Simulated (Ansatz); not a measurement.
# CrGe (rocksalt type): how the settings move a single-point run

Question: which choices in the input matter for CrGe (rocksalt type)?

Program: Ansatz 0.2.0. Level of theory: reference: DFT, r2SCAN, PAW with Ansatz's default frozen-core files, scalar-relativistic. These are calculated values, not measurements.

## 1. Starting point

The structure is cubic, space group Fm-3m (No. 225). The conventional cell has a = 4.608 Å, b = 4.608 Å, c = 4.608 Å, α = 90.00°, β = 90.00°, γ = 90.00°. Cr (site symmetry m-3m) has 6 Ge at 2.30 Å as nearest neighbours. Ge (site symmetry m-3m) has 6 Cr at 2.30 Å as nearest neighbours.

As a file:

```xyz
2
Lattice="0.0000 2.3041 2.3041 2.3041 0.0000 2.3041 2.3041 2.3041 0.0000" Properties=species:S:1:pos:R:3 pbc="T T T"
Cr    0.0000    0.0000    0.0000
Ge    2.3041    2.3041    2.3041
```

## 2. The reference run

input.yaml

```yaml
crystal:
  lattice:
    - [0.0, 2.3040936741, 2.3040936741]
    - [2.3040936741, 0.0, 2.3040936741]
    - [2.3040936741, 2.3040936741, 0.0]
  atoms:
    - { symbol: Cr, position: [0.0, 0.0, 0.0], spin: 2.0 }
    - { symbol: Ge, position: [0.5, 0.5, 0.5] }
magnetization:
  spin_polarized: true
kpoints:
  mp_grid: { grid: [13, 13, 13] }
scf:
  occupations: { method: fermi_dirac, width: 0.1 }
hamiltonian:
  xc: r2scan
  pseudopotentials: { kind: paw }
output:
  forces: true
  stress: true
  eigenvalues: true
  populations: true
```

On the command line:

```bash
$ ansatz run input.yaml --threads 1 --pin off --max-ram 3072MiB --backend cpu --events-out ev --progress --plain --runs-dir out
```

## 3. Changed: mp_grid.grid [10, 10, 10]

input.yaml, as its differences from that of step 2:

```diff
@@ -11,3 +11,3 @@
 kpoints:
-  mp_grid: { grid: [13, 13, 13] }
+  mp_grid: { grid: [10, 10, 10] }
 scf:
```

Q: Predict the outcome of this session. Wanted: for each run, ending; energy change; pressure; abs. moment; force.

The runs gave:

| run | ending | energy change | pressure (GPa) | abs. moment (μB) | force (eV/Å) | cycles | time |
| --- | --- | --- | --- | --- | --- | --- | --- |
| reference | converged | 0 | 49.8 | 2.43 | 0.00 | 18 | 12 s |
| 1: mp_grid.grid [10, 10, 10] | converged | +1.2 meV/atom | 49.8 | 2.43 | 0.00 | 18 | 7.3 s |

Residual by cycle in the longest SCF loop of each run; runs are numbered as in the table. The quantity is the density residual dr2, in eV.

| cycle | reference | run 1 |
| --- | --- | --- |
| 1 | 6.52 | 6.51 |
| 3 | 0.0695 | 0.0698 |
| 4 | 0.0409 | 0.0431 |
| 6 | 0.0112 | 0.0116 |
| 7 | 0.0019 | 0.00185 |
| 9 | 2.6e-4 | 3.5e-4 |
| 10 | 3.4e-5 | 3.7e-5 |
| 12 | 1.6e-6 | 1.8e-6 |
| 13 | 8.2e-7 | 8.6e-7 |
| 15 | 6.7e-9 | 6.9e-9 |
| 16 | 3.7e-9 | 4.0e-9 |
| 18 | 3.5e-9 | 3.2e-9 |

Changing the k-point mesh moves the energy by +1.2 meV/atom. Sampling errors of the energy have no fixed sign. Cost: 7.3 s against 12 s. The structure is not at rest: the sound run finds 50 GPa, so these are no properties of the relaxed crystal. 
